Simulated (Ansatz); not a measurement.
# Ti2AlC: further runs on the relaxed cell

An exercise on one series of results from a longer session: the logs are not shown, and one member is left open.

Computed with Ansatz 0.2.0 (DFT r2SCAN, scalar-relativistic, plane waves, PAW, unless a step's input says otherwise).

### The system as given

It takes space group P6_3/mmc (No. 194, hexagonal). Conventional cell: a = 3.055 Å, b = 3.055 Å, c = 13.713 Å, α = 90.00°, β = 90.00°, γ = 120.00°. Ti (site symmetry 3m) is surrounded by 3 C at 2.10 Å. Around Al (site symmetry -6m2) lie 6 Ti at 2.88 Å and 6 Al at 3.05 Å. C (site symmetry -3m) is surrounded by 6 Ti at 2.10 Å.

Structure file:

```xyz
8
Lattice="3.0546 0.0000 0.0000 -1.5273 2.6454 0.0000 0.0000 0.0000 13.7132" Properties=species:S:1:pos:R:3 pbc="T T T"
Ti    0.0000    1.7636    1.1458
Ti    1.5273    0.8818    8.0024
Ti    1.5273    0.8818   12.5674
Ti    0.0000    1.7636    5.7108
Al    0.0000    1.7636   10.2849
Al    1.5273    0.8818    3.4283
C     0.0000    0.0000    0.0000
C     0.0000    0.0000    6.8566
```

It goes back to an entry of the Materials Project, which need not be the stable form.

This cell was relaxed beforehand with the same method: volume 13.85 Å³/atom, gap on the mesh none (metal).

Set-up of the first run:

The input, input.yaml:

```yaml
crystal:
  lattice:
    - [3.0237584575, 0.0, 0.0]
    - [-1.5118792287, 2.6186516391, 0.0]
    - [0.0, 0.0, 13.5747134946]
  atoms:
    - { symbol: Ti, position: [0.3333333333, 0.6666666667, 0.0835540455] }
    - { symbol: Ti, position: [0.6666666667, 0.3333333333, 0.5835540455] }
    - { symbol: Ti, position: [0.6666666667, 0.3333333333, 0.9164459545] }
    - { symbol: Ti, position: [0.3333333333, 0.6666666667, 0.4164459545] }
    - { symbol: Al, position: [0.3333333333, 0.6666666667, 0.75] }
    - { symbol: Al, position: [0.6666666667, 0.3333333333, 0.25] }
    - { symbol: C, position: [0.0, 0.0, 0.0] }
    - { symbol: C, position: [0.0, 0.0, 0.5] }
basis:
  ecutwfc: 500
kpoints:
  mp_grid: { grid: [15, 15, 4] }
hamiltonian:
  xc: r2scan
scf:
  occupations: { method: gaussian, width: 0.1 }
output:
  forces: true
  stress: true
  eigenvalues: true
relax:
  adjacent_minimum: "off"
  f_tol: 0.01
  max_steps: 30
  cell: { stress_tol: 0.1, fix: [volume] }
```

On the command line:

```sh
$ ansatz run input.yaml --threads 4 --pin off --max-ram 10240MiB --backend cpu --events-out ev --progress --plain --runs-dir out
```

Among the steps run: The cell scaled to 0.97 of its volume; Volume × 1.03; The cell scaled to 0.94 of its volume; The cell scaled to 1.06 of its volume; Volume × 0.91; Point at V/V0 = 1.10; The cell scaled to 0.88 of its volume.

One of the session's tables, all rows but one given; the rest of the session is left out.

It belongs to the step «Energy against volume». 

```
volume (Å³/atom)  energy above the lowest point (meV/atom)  pressure (GPa)
          12.189                                     113.9           24.46
          12.605                                      60.5           16.86
          13.020                                      25.5           10.35
          13.436                                       6.1            4.78
          13.851                                       0.0            0.02
          14.267                                       5.4           -4.05
          14.682                                         ?               ?
          15.237                                      53.2          -11.32
```

Estimate the missing values for volume (Å³/atom) = 14.682.

Worked estimate for «energy above the lowest point (meV/atom)». A straight line through the neighbours (14.267, 5.4) and (15.237, 53.2) gives 5.4 + (53.2 − 5.4) × (14.682 − 14.267) / (15.237 − 14.267) = 25.9; a parabola fitted to 3 rows on both sides gives 19.8.

The run gave: energy above the lowest point (meV/atom): 20.4; pressure (GPa): -7.50. In «energy above the lowest point (meV/atom)» the line misses by +5.5 and the parabola by -0.6.
